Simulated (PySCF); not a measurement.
# A diatomic session: SiHg

An exercise on one series of results from a longer session: the logs are not shown, and one member is left open.

The runs use PySCF 2.14.0; Si def2-SVPD, Hg def2-SVPD with ECP60, scalar-relativistic core potentials.

The first run:

Settings of the job:

```yaml
atoms: Si, Hg
charge: 0
basis: Si def2-SVPD, Hg def2-SVPD with ECP60
Hamiltonian: scalar-relativistic core potentials
basis_functions: 59
electrons_treated: 34
masses_in_u: 27.9769, 201.9706
levels: PBE0, PBE, r²SCAN, PBEsol, BP86, M06, LC-ωPBE, HF, MP2, SCS-MP2
grid: 80 radial by 434 angular points
occupations: held fixed by the projection of orbital angular momentum
dissociation_limit: Si + Hg, each in its ground configuration
starting_distance_in_angstrom: 2.490
values_of_2S_to_try: 0, 2
```

Launch:

```sh
> OMP_NUM_THREADS=1 python dia.py task.json out
```

Among the steps run: Input; First curve: PBE0; Excited determinants; PBE (GGA); r²SCAN (meta-GGA); PBEsol; BP86 (GGA); M06 (hybrid meta-GGA); LC-ωPBE; ROHF (mean field).

One table of the session follows, with a row left open; its other results are not shown here.

Energy (eV) from each level's lowest point:

| R (Å) | ROHF | ROHF-MP2 | ROHF-SCS-MP2 | PBE | PBEsol |
| --- | --- | --- | --- | --- | --- |
| 2.223 | 0.932 | 0.422 | 0.519 | 0.420 | 0.335 |
| 2.326 | 0.576 | 0.182 | 0.251 | 0.169 | 0.116 |
| 2.430 | 0.347 | 0.058 | 0.102 | 0.044 | 0.019 |
| 2.507 | 0.232 | 0.015 | 0.042 | 0.006 | 0.000 |
| 2.585 | 0.152 | 0.000 | 0.011 | 0.000 | 0.012 |
| 2.663 | 0.096 | 0.004 | 0.000 | 0.016 | 0.044 |
| 2.766 | 0.049 | 0.027 | 0.005 | 0.059 | 0.107 |
| 2.895 | 0.017 | 0.071 | 0.029 | 0.131 | 0.201 |
| 3.050 | ? | ? | ? | ? | ? |
| 3.257 | 0.000 | 0.200 | 0.118 | 0.342 | 0.460 |

Q: Estimate the row for R (Å) = 3.050 from the others.

Worked estimate for «ROHF». A straight line through the neighbours (2.895, 0.017) and (3.257, 0.000) gives 0.017 + (0.000 − 0.017) × (3.050 − 2.895) / (3.257 − 2.895) = 0.010; a parabola fitted to 3 rows on both sides gives -0.003.

The run gave: ROHF: 0.002; ROHF-MP2: 0.128; ROHF-SCS-MP2: 0.067; PBE: 0.225; PBEsol: 0.318. In «ROHF» the line misses by +0.008 and the parabola by -0.005. Between these rows the values bend or scatter more than so simple an estimate can follow.
